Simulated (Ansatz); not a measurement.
# GaAsH3 (doublet): from Hartree-Fock to the top rungs, cc-pVTZ

Aim: climb from Hartree-Fock through coupled cluster for GaAsH3 (doublet) at one geometry and basis, and see what each rung misses.

Computed with Ansatz 0.2.0, Gaussian basis. Level: cc-pVTZ, core rule «outside noble gas», up to 28 orbitals frozen.

Plan: UHF; CCSD(T) on ROHF; CCSD(T) on UHF; BCCD(T) on ROHF; CCSDT(Q) on ROHF; CCSDT(Q) on UHF.

9 further runs of the same task are left out: 4 for a known fault of the program, 5 set aside as unsound or not needed.

## (1) The geometry

The geometry is a PBE0/def2-TZVP stationary point (not a proven minimum). No spin-orbit coupling is included. The filled d shell of Ga, As may be among the frozen orbitals whatever the setting's name suggests; the logs give the count.

5 atoms, charge 0, spin multiplicity 2.

Atoms are counted from 1 here; the program's logs count them from 0.

Bond lengths: Ga1–As2 2.429 Å, Ga1–H3 1.570 Å, Ga1–H4 1.571 Å, As2–H5 1.528 Å. Angles: As2–Ga1–H3 121.6°, As2–Ga1–H4 117.4°, H3–Ga1–H4 121.0°, Ga1–As2–H5 92.3°.

## (2) UHF

The input, in.yaml:

```yaml
crystal:
  periodic: [false, false, false]
  atoms:
    - {symbol: Ga, position_ang: [0.000000, 0.014415, 1.238887]}
    - {symbol: As, position_ang: [0.000000, -0.033499, -1.189827]}
    - {symbol: H, position_ang: [0.000000, 1.367489, 2.035604]}
    - {symbol: H, position_ang: [0.000000, -1.366169, 1.989099]}
    - {symbol: H, position_ang: [0.000000, 1.491546, -1.281680]}
basis:
  gaussian: {orbitals: cc-pVTZ}
magnetization: {spin_polarized: true, initial_magnetization: 1}
hamiltonian: {xc: hf}
output: {orbitals: {seedname: orbitals}}
```

Run with:

```sh
$ ansatz run in.yaml --threads 1 --pin off --events-out ev --progress --plain --max-ram 4096MiB --backend cpu
```

The runs that follow: CCSD(T) on ROHF; CCSD(T) on UHF; BCCD(T) on ROHF; CCSDT(Q) on ROHF; CCSDT(Q) on UHF.

Before running them: what should the planned runs give, taken together? Wanted: UCCSDT(Q) from the RHF energy; RMP2 from UCCSDT(Q); UMP2 from UCCSDT(Q); RCCSD from UCCSDT(Q); RCCSD(T) from UCCSDT(Q); UCCSD(T) from UCCSDT(Q); RCCSDT(Q) from UCCSDT(Q); T1 diagnostic.

The runs gave:

| quantity | value |
| --- | --- |
| UCCSDT(Q) from the ROHF energy | -6.6404 eV |
| RMP2 from UCCSDT(Q) | +1222.3 meV |
| UMP2 from UCCSDT(Q) | +1241.9 meV |
| RCCSD from UCCSDT(Q) | +257.9 meV |
| RCCSD(T) from UCCSDT(Q) | +43.5 meV |
| UCCSD(T) from UCCSDT(Q) | +41.4 meV |
| RCCSDT(Q) from UCCSDT(Q) | +3.1 meV |
| levels within 1 kcal/mol (43 meV) | UCCSD(T), BCCD(T), RCCSDT, UCCSDT, RCCSDT(Q) |
| T1 diagnostic | 0.016 |

**Reading.** RCCSD(T) lands +43.5 meV from the yardstick (0.7 % of the correlation energy). These misses are within one basis, not against nature; the frozen cores of restricted and unrestricted runs differ, which can shift their rows.
